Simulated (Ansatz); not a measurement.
# C2H8F2MoO4: the cost of one run

Method: one geometry, several basis sets; program: Ansatz 0.2.0, Gaussian basis.

Levels to be run: PBE0-D4/def2-SVP; ωB97M-V/def2-SVP; PBE0-D4/def2-QZVPP; ωB97M-V/def2-QZVPP; the functionals' def2-TZVPP values are taken from earlier runs.

## 1. The geometry

The geometry comes from an earlier relaxation with PBE0-D4 in a triple-zeta def2 set; it is a stationary point, not always the lowest conformer. Mo takes the def2 core potential; no spin-orbit term is included.

SMILES `C[O][Mo]([OH])([OH])([F])([F])[O]C`, 17 atoms, charge 0, spin multiplicity 1.

Atoms are counted from 1 here; the program's logs count them from 0.

Bond lengths: C1–O2 1.392 Å, C1–H10 1.094 Å, C1–H11 1.093 Å, C1–H12 1.093 Å, O2–Mo3 1.822 Å, Mo3–O4 1.898 Å, Mo3–O5 1.916 Å, Mo3–F6 1.887 Å, Mo3–F7 1.851 Å, Mo3–O8 1.848 Å, O4–H13 0.961 Å, O5–H14 0.961 Å, O8–C9 1.393 Å, C9–H15 1.097 Å, C9–H16 1.095 Å, C9–H17 1.092 Å. Angles: O2–C1–H10 108.9°, O2–C1–H11 109.3°, O2–C1–H12 108.9°, H10–C1–H11 110.1°, H10–C1–H12 110.0°, H11–C1–H12 109.5°, C1–O2–Mo3 144.2°, O2–Mo3–O4 165.0°, O2–Mo3–O5 80.4°, O2–Mo3–F6 96.9°, O2–Mo3–F7 96.3°, O2–Mo3–O8 95.1°, O4–Mo3–O5 84.6°, O4–Mo3–F6 98.1°, O4–Mo3–F7 84.7°, O4–Mo3–O8 87.5°, O5–Mo3–F6 175.6°, O5–Mo3–F7 94.6° and more.

Geometry (Å):

```xyz
17
C2H8F2MoO4
C     2.78975    0.22977   -0.22898
O     1.54270    0.46350    0.34243
Mo   -0.22573    0.71083   -0.02099
O    -1.91521    0.89828   -0.86499
O     0.42704    0.42084   -1.79841
F    -0.76672    1.09616    1.74476
F    -0.15392    2.55724   -0.13754
O    -0.72587   -1.01450    0.41492
C    -1.74005   -1.55250    1.20372
H     2.67984    0.18964   -1.31654
H     3.18655   -0.71791    0.14458
H     3.46499    1.04345    0.04813
H    -2.36152    0.12652   -1.22293
H    -0.19346    0.62719   -2.50194
H    -2.71015   -1.44720    0.70252
H    -1.78114   -1.01966    2.15908
H    -1.53610   -2.61205    1.37245
```

## 2. PBE0-D4 in def2-SVP

Input file in.yaml:

```yaml
crystal:
  periodic: [false, false, false]
  atoms:
    - {symbol: C, position_ang: [2.789751, 0.229772, -0.228985]}
    - {symbol: O, position_ang: [1.542699, 0.463500, 0.342434]}
    - {symbol: Mo, position_ang: [-0.225730, 0.710832, -0.020985]}
    - {symbol: O, position_ang: [-1.915207, 0.898284, -0.864988]}
    - {symbol: O, position_ang: [0.427039, 0.420838, -1.798406]}
    - {symbol: F, position_ang: [-0.766719, 1.096163, 1.744765]}
    - {symbol: F, position_ang: [-0.153917, 2.557243, -0.137544]}
    - {symbol: O, position_ang: [-0.725871, -1.014498, 0.414925]}
    - {symbol: C, position_ang: [-1.740046, -1.552500, 1.203723]}
    - {symbol: H, position_ang: [2.679835, 0.189642, -1.316540]}
    - {symbol: H, position_ang: [3.186548, -0.717915, 0.144584]}
    - {symbol: H, position_ang: [3.464988, 1.043450, 0.048135]}
    - {symbol: H, position_ang: [-2.361519, 0.126525, -1.222929]}
    - {symbol: H, position_ang: [-0.193464, 0.627186, -2.501943]}
    - {symbol: H, position_ang: [-2.710146, -1.447204, 0.702523]}
    - {symbol: H, position_ang: [-1.781145, -1.019663, 2.159082]}
    - {symbol: H, position_ang: [-1.536097, -2.612053, 1.372449]}
basis:
  gaussian: {orbitals: def2-SVP}
hamiltonian: {xc: pbe0, dispersion: d4}
output: {orbitals: {seedname: orbitals}}
```

On the command line:

```console
ansatz run in.yaml --threads 4 --pin off --events-out ev --progress --plain --max-ram 66560MiB --backend cpu
```

What time and memory should one allow on 4 threads of AMD EPYC 7R13, shared host?

About 4.2 s, with a peak of 0.85 GiB.
